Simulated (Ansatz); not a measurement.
# C5F3O5PW: basis-set convergence

How large a basis does C5F3O5PW need? Two functionals are run in growing sets.

Program: Ansatz 0.2.0, Gaussian basis. Level of theory: one geometry, several basis sets. These are calculated values, not measurements.

Levels to be run: PBE0-D4/def2-SVP; ωB97M-V/def2-SVP; PBE0-D4/def2-QZVPP; ωB97M-V/def2-QZVPP; the functionals' def2-TZVPP values are taken from earlier runs.

### Step 1. The relaxed structure

The geometry comes from an earlier relaxation with PBE0-D4/def2-TZVP; it is a stationary point, not always the lowest conformer. W takes the def2 core potential; no spin-orbit term is included.

SMILES `[O+]#[C][W-6]([C]#[O+])([C]#[O+])([C]#[O+])([C]#[O+])[P+](F)(F)F`, 15 atoms, charge 0, spin multiplicity 1.

Atoms are counted from 1 here; the program's logs count them from 0.

Bond lengths: O1–C2 1.138 Å, C2–W3 2.058 Å, W3–C4 2.056 Å, W3–C6 2.047 Å, W3–C8 2.056 Å, W3–C10 2.058 Å, W3–P12 2.384 Å, C4–O5 1.138 Å, C6–O7 1.138 Å, C8–O9 1.138 Å, C10–O11 1.138 Å, P12–F13 1.558 Å, P12–F14 1.558 Å, P12–F15 1.558 Å. Angles: O1–C2–W3 179.9°, C2–W3–C4 180.0°, C2–W3–C6 89.9°, C2–W3–C8 90.0°, C2–W3–C10 90.0°, C2–W3–P12 90.5°, C4–W3–C6 90.1°, C4–W3–C8 90.0°, C4–W3–C10 90.0°, C4–W3–P12 89.4°, C6–W3–C8 90.1°, C6–W3–C10 89.9°, C6–W3–P12 179.4°, C8–W3–C10 180.0°, C8–W3–P12 89.5°, C10–W3–P12 90.4°, W3–C4–O5 180.0°, W3–C6–O7 179.9° and more.

### Step 2. PBE0-D4 in def2-SVP

File in.yaml:

```yaml
crystal:
  periodic: [false, false, false]
  atoms:
    - {symbol: O, position_ang: [2.789045, -1.160541, 1.151335]}
    - {symbol: C, position_ang: [1.888134, -0.621712, 0.713093]}
    - {symbol: W, position_ang: [0.256140, 0.349448, -0.079631]}
    - {symbol: C, position_ang: [-1.374949, 1.318790, -0.871275]}
    - {symbol: O, position_ang: [-2.277798, 1.855425, -1.309691]}
    - {symbol: C, position_ang: [1.414533, 1.998744, -0.436643]}
    - {symbol: O, position_ang: [2.057288, 2.916331, -0.634700]}
    - {symbol: C, position_ang: [-0.214837, 1.079065, 1.784003]}
    - {symbol: O, position_ang: [-0.475178, 1.482610, 2.815801]}
    - {symbol: C, position_ang: [0.727422, -0.382073, -1.944361]}
    - {symbol: O, position_ang: [0.987371, -0.788539, -2.974567]}
    - {symbol: P, position_ang: [-1.111092, -1.556708, 0.343209]}
    - {symbol: F, position_ang: [-0.592084, -2.686420, 1.282608]}
    - {symbol: F, position_ang: [-1.567793, -2.455734, -0.844765]}
    - {symbol: F, position_ang: [-2.506182, -1.348659, 1.005585]}
basis:
  gaussian: {orbitals: def2-SVP}
hamiltonian: {xc: pbe0, dispersion: d4}
output: {orbitals: {seedname: orbitals}}
```

Started as:

```console
$ ansatz run in.yaml --threads 4 --pin off --events-out ev --progress --plain --max-ram 46080MiB --backend cpu
```

Further steps of the session: ωB97M-V in def2-SVP; PBE0-D4 in def2-QZVPP; ωB97M-V in def2-QZVPP.

Q: Predict the results of all the runs planned. Wanted: PBE0-D4: double and triple zeta above quadruple; ωB97M-V: double and triple zeta above quadruple.

The runs gave:

| quantity | value |
| --- | --- |
| PBE0-D4: double and triple zeta above quadruple | 34.32, 1.57 eV |
| ωB97M-V: double and triple zeta above quadruple | 34.80, 1.45 eV |

In words: PBE0-D4 gains 32.75 eV from double to triple zeta, then 1.57 eV more. Total energies overstate the basis error of differences, where much of it tends to cancel.
